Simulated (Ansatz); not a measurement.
# MgO, space group Fm-3m: a convergence test of the k-point mesh

With the Python package of Ansatz (0.2.0).

Run as a notebook:

In [1]:
```python
import ansatz as az
import pandas as pd
```

In [2]:
```python
system = (
    az.Lattice.fcc(4.217)
    .space_group(225)
    .atom("Mg", (0.0, 0.0, 0.0))
    .atom("O", (0.5, 0.0, 0.0))
    .primitive()
)
```

In [3]:
```python
system.resolved().tree()["lattice"]
```
Out [3]:
```text
((2.5821677760021943e-16, 2.1085, 2.1085), (2.1085, 1.2910838880010971e-16, 2.1085),
 (2.1085, 2.1085, 0.0))
```

In [4]:
```python
setup = system.calculation()
setup = setup.functional(az.Functional.PBESOL)
setup = setup.basis(31 * az.Ry)
setup = setup.occupations(az.OccupationsMethod.FIXED)
setup = setup.forces()
setup = setup.stress()

rows = []
for value in [0.9, 0.7, 0.55, 0.45, 0.35]:
    report = setup.kpoints(spacing=value).run(threads=1, pin="off").report
    rows.append((value, report["free_energy_ev"] / len(report["lattice"]["sites"]), report["n_iterations"], sum(report["stress_gpa"][i][i] for i in range(3)) / 3, max(abs(f) for row in report["forces_ev_ang"] for f in row), report["n_kpoints"]))
```

In [5]:
```python
table = pd.DataFrame(rows, columns=["spacing (1/A)", "F/atom (eV)", "iterations", "P (GPa)", "max component (eV/A)", "k-points"])
table.round(5)
```
Out [5]:
```text
   spacing (1/A)  F/atom (eV)  iterations  P (GPa)  max component (eV/A)  k-points
0           0.90  -1237.88766           6  0.13529                   0.0         4
1           0.70  -1237.92897           6 -0.28831                   0.0         8
2           0.55  -1237.93455           6 -0.32979                   0.0        10
3           0.45  -1237.93557           6 -0.32842                   0.0        16
4           0.35  -1237.93585           6 -0.32127                   0.0        29
```

In [6]:
```python
# the last row is the reference
for row in rows[:-1]:
    shift = 1000 * (row[1] - rows[-1][1])
    print(f"{row[0]}: {shift:+.2f} meV/atom" + ("  (within 2 meV)" if abs(shift) < 2 else ""))
```
```text
0.9: +48.19 meV/atom
0.7: +6.88 meV/atom
0.55: +1.31 meV/atom  (within 2 meV)
0.45: +0.29 meV/atom  (within 2 meV)
```

From a spacing of 0.55 (5×5×5) on it stays within 2 meV an atom of the value at a spacing of 0.35 (8×8×8); the first row (a spacing of 0.9 (3×3×3)) is off by 48.2 meV and the last but one by 0.29 meV. The pressure moves from 0.14 to -0.32 GPa.

Caveats:
- Forces vanish by symmetry here and test nothing.
- Of the deposited cell: the entry's cell lengths or inner coordinates differ somewhat from later room-temperature determinations.
- Pressure is positive in compression.
- The starting cell is as deposited in a crystallographic database; the results hold for this polymorph, which needn't be the stable one.
- Shifts are counted from the finest mesh, which is itself no proven limit.
- The whole script took 3.2 s on 1 thread of Arm Neoverse V2, with other jobs on the host, peak memory 0.36 GiB.
